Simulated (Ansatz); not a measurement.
# C3H8AlB: one species, many methods

The task here is to estimate one member of a computed series from the others.

Method: functionals in def2-TZVPP, the program's frozen cores in correlated methods; program: Ansatz 0.2.0, Gaussian basis.

Levels to be run: PBE-D4, r2SCAN-D4, PBE0-D4, B3LYP-D4, ωB97X-V, ωB97M-V, B2PLYP; CCSD(T)/def2-TZVPP; MP2/def2-QZVPP; extrapolation to the limit.

**Structure used throughout**

The geometry comes from an earlier relaxation with PBE0-D4 in a triple-zeta def2 set; it is a stationary point, not always the lowest conformer.

13 atoms, charge 0, spin multiplicity 1.

Atoms are counted from 1 here; the program's logs count them from 0.

Bond lengths: C1–C2 1.526 Å, C1–H6 1.093 Å, C1–H7 1.093 Å, C1–H8 1.093 Å, C2–B3 1.562 Å, C2–H9 1.097 Å, C2–H10 1.097 Å, B3–C4 1.468 Å, B3–Al5 1.967 Å, C4–Al5 2.105 Å, C4–H11 1.091 Å, C4–H12 1.112 Å, Al5–H13 1.589 Å. Angles: C2–C1–H6 111.8°, C2–C1–H7 111.2°, C2–C1–H8 111.2°, H6–C1–H7 107.6°, H6–C1–H8 107.6°, H7–C1–H8 107.3°, C1–C2–B3 114.4°, C1–C2–H9 110.0°, C1–C2–H10 110.0°, B3–C2–H9 108.7°, B3–C2–H10 108.8°, H9–C2–H10 104.5°, C2–B3–C4 133.5°, C2–B3–Al5 152.5°, C4–B3–Al5 74.0°, B3–C4–Al5 63.9°, B3–C4–H11 124.2°, B3–C4–H12 130.4° and more.

The first run:

Contents of in.yaml:

```yaml
crystal:
  periodic: [false, false, false]
  atoms:
    - {symbol: C, position_ang: [-1.739193, 0.675499, 0.476343]}
    - {symbol: C, position_ang: [-0.395653, 1.208019, -0.015101]}
    - {symbol: B, position_ang: [0.693031, 0.109420, -0.232127]}
    - {symbol: C, position_ang: [0.702065, -1.349387, -0.070815]}
    - {symbol: Al, position_ang: [2.503274, -0.479548, -0.726886]}
    - {symbol: H, position_ang: [-2.468780, 1.478305, 0.612708]}
    - {symbol: H, position_ang: [-1.633073, 0.159239, 1.434132]}
    - {symbol: H, position_ang: [-2.163995, -0.040017, -0.232686]}
    - {symbol: H, position_ang: [-0.531475, 1.759079, -0.953503]}
    - {symbol: H, position_ang: [-0.008599, 1.955290, 0.687926]}
    - {symbol: H, position_ang: [-0.156116, -1.934642, 0.263963]}
    - {symbol: H, position_ang: [1.514607, -2.089251, -0.243057]}
    - {symbol: H, position_ang: [3.704408, -1.486605, -0.986100]}
basis:
  gaussian: {orbitals: def2-TZVPP}
hamiltonian: {xc: pbe, dispersion: d4}
output: {forces: true, orbitals: {seedname: orbitals}}
```

On the command line:

```sh
ansatz run in.yaml --threads 4 --pin off --events-out ev --progress --plain --max-ram 10444MiB
```

Steps of the session up to this table: PBE-D4 (GGA); r2SCAN-D4 (meta-GGA); PBE0-D4 (hybrid); B3LYP-D4 (hybrid); ωB97X-V (range-separated); ωB97M-V (range-separated); B2PLYP (double hybrid); CCSD(T) in def2-TZVPP; MP2 in def2-QZVPP.

One of the session's tables, all rows but one given; the rest of the session is left out.

```
            method  atomisation energy (kcal/mol)
            PBE-D4                         1161.1
         r2SCAN-D4                         1147.6
           PBE0-D4                         1147.5
          B3LYP-D4                         1138.7
           ωB97X-V                         1138.2
           ωB97M-V                         1142.4
            B2PLYP                         1127.2
     HF/def2-TZVPP                              ?
    MP2/def2-TZVPP                         1125.4
   CCSD/def2-TZVPP                         1095.2
CCSD(T)/def2-TZVPP                         1111.4
           MP2/CBS                         1149.6
       CCSD(T)/CBS                         1135.6
```

**Question.** Estimate the row for HF/def2-TZVPP.

**Answer.** atomisation energy (kcal/mol): 855.9. In the column «atomisation energy (kcal/mol)» it is the lowest.

Among the levels timed on like hardware and quicker than the yardstick, those that no quicker one beats, quickest first: PBE-D4 (2 s, +25.5 kcal/mol); PBE0-D4 (2.3 s, +11.9 kcal/mol); B3LYP-D4 (3.6 s, +3.1 kcal/mol); ωB97X-V (7 s, +2.6 kcal/mol).

B2PLYP carry no dispersion term (for B3LYP, D4 adds 9.3 kcal/mol).

Limits of these values: Free atoms (3 C, 1 B, 1 Al, 8 H) were run apart at each level; the atomisation energy is their sum less the molecule, without zero-point or spin-orbit terms.
